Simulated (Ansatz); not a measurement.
# GeH3OS: the cost of one run

All numbers below are computed with Ansatz 0.2.0 (RKS PBE0-D4/def2-SVP).

### Step 1. Starting point

Bond lengths: O1–Ge2 1.816 Å, Ge2–S3 2.095 Å, O1–H4 0.954 Å, Ge2–H5 1.559 Å, Ge2–H6 1.557 Å. Angles: O1–Ge2–S3 112.5°, O1–Ge2–H5 101.2°, O1–Ge2–H6 101.0°, S3–Ge2–H5 118.7°, S3–Ge2–H6 119.1°, H5–Ge2–H6 101.4°, Ge2–O1–H4 109.3°.

Coordinates:

```xyz
6

O    -0.4522   -1.3059   -0.2300
Ge    0.3220    0.3044    0.0950
S    -1.0649    1.8750    0.0936
H    -1.3847   -1.1811   -0.3909
H     1.4639    0.3122   -0.9664
H     1.1160   -0.0046    1.3987
```

### Step 2. Relaxing end A

The input, input.yaml:

```yaml
crystal:
  periodic: [false, false, false]
  atoms:
    - { symbol: O, position_ang: [-0.4522, -1.30589, -0.22996] }
    - { symbol: Ge, position_ang: [0.32196, 0.30441, 0.09501] }
    - { symbol: S, position_ang: [-1.06493, 1.87499, 0.09359] }
    - { symbol: H, position_ang: [-1.38472, -1.18112, -0.39092] }
    - { symbol: H, position_ang: [1.46393, 0.31218, -0.96639] }
    - { symbol: H, position_ang: [1.11596, -0.00457, 1.39868] }
total_charge: -1
basis:
  gaussian: { orbitals: def2-SVP }
hamiltonian:
  xc: pbe0
  dispersion: d4
relax:
  f_tol: 0.015
  max_steps: 40
output:
  orbitals: {}
```

Started as:

```console
$ ansatz run input.yaml --threads 1 --pin off --max-ram 2048MiB --backend cpu --events-out ev --progress --plain --runs-dir out
```

Q: Estimate wall time and peak memory on 1 thread of Arm Neoverse V2, shared host.

About 18 s, with a peak of 0.16 GiB.
